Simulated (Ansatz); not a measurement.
# C2H7AlS: small, medium and large basis sets

An exercise on one series of results from a longer session: the logs are not shown, and one member is left open.

Program: Ansatz 0.2.0, Gaussian basis. Level of theory: one geometry, several basis sets. These are calculated values, not measurements.

Levels to be run: PBE0-D4/def2-SVP; ωB97M-V/def2-SVP; PBE0-D4/def2-QZVPP; ωB97M-V/def2-QZVPP; the functionals' def2-TZVPP values are taken from earlier runs.

### The geometry

All runs share one geometry, relaxed beforehand with PBE0-D4 in a triple-zeta def2 set.

11 atoms, charge 0, spin multiplicity 1.

Atoms are counted from 1 here; the program's logs count them from 0.

Bond lengths: C1–C2 1.512 Å, C1–H5 1.094 Å, C1–H6 1.093 Å, C1–H7 1.095 Å, C2–Al3 1.965 Å, C2–S4 1.880 Å, C2–H8 1.089 Å, Al3–S4 2.464 Å, Al3–H9 1.587 Å, Al3–H10 1.586 Å, S4–H11 1.344 Å. Angles: C2–C1–H5 111.8°, C2–C1–H6 108.9°, C2–C1–H7 113.0°, H5–C1–H6 106.9°, H5–C1–H7 108.0°, H6–C1–H7 108.0°, C1–C2–Al3 121.6°, C1–C2–S4 108.6°, C1–C2–H8 112.1°, Al3–C2–S4 79.7°, Al3–C2–H8 120.4°, S4–C2–H8 106.7°, C2–Al3–S4 48.6°, C2–Al3–H9 118.5°, C2–Al3–H10 116.8°, S4–Al3–H9 108.1°, S4–Al3–H10 110.4°, H9–Al3–H10 124.6° and more.

Set-up of the first run:

The input, in.yaml:

```yaml
crystal:
  periodic: [false, false, false]
  atoms:
    - {symbol: C, position_ang: [-0.714880, 1.194087, -0.650276]}
    - {symbol: C, position_ang: [-0.490596, -0.109062, 0.083763]}
    - {symbol: Al, position_ang: [1.135613, -0.428638, 1.138947]}
    - {symbol: S, position_ang: [0.423449, -1.291227, -1.056383]}
    - {symbol: H, position_ang: [0.227538, 1.646392, -0.972096]}
    - {symbol: H, position_ang: [-1.193260, 1.904665, 0.029069]}
    - {symbol: H, position_ang: [-1.354759, 1.084175, -1.531732]}
    - {symbol: H, position_ang: [-1.427396, -0.594389, 0.353213]}
    - {symbol: H, position_ang: [1.146777, -1.639276, 2.165147]}
    - {symbol: H, position_ang: [2.315849, 0.616332, 0.966468]}
    - {symbol: H, position_ang: [-0.003036, -2.439958, -0.505418]}
basis:
  gaussian: {orbitals: def2-SVP}
hamiltonian: {xc: pbe0, dispersion: d4}
output: {orbitals: {seedname: orbitals}}
```

Among the steps run: PBE0-D4 in def2-SVP; ωB97M-V in def2-SVP; PBE0-D4 in def2-QZVPP; ωB97M-V in def2-QZVPP.

One of the session's tables, all rows but one given; the rest of the session is left out.

It belongs to the step «Density functionals: the series». 

| functional | basis | HOMO (eV) | LUMO (eV) |
| --- | --- | --- | --- |
| PBE0-D4 | def2-SVP | -6.95 | -0.11 |
| PBE0-D4 | def2-TZVPP | ? | ? |
| PBE0-D4 | def2-QZVPP | -6.97 | -0.45 |
| ωB97M-V | def2-SVP | -9.08 | 1.55 |
| ωB97M-V | def2-TZVPP | -9.12 | 1.21 |
| ωB97M-V | def2-QZVPP | -9.12 | 0.77 |

Q: Estimate the row for PBE0-D4, def2-TZVPP from the others.

The run gave: HOMO (eV): -6.96; LUMO (eV): -0.31. In the column «HOMO (eV)» it lies between PBE0-D4, def2-QZVPP (-6.97) and PBE0-D4, def2-SVP (-6.95).
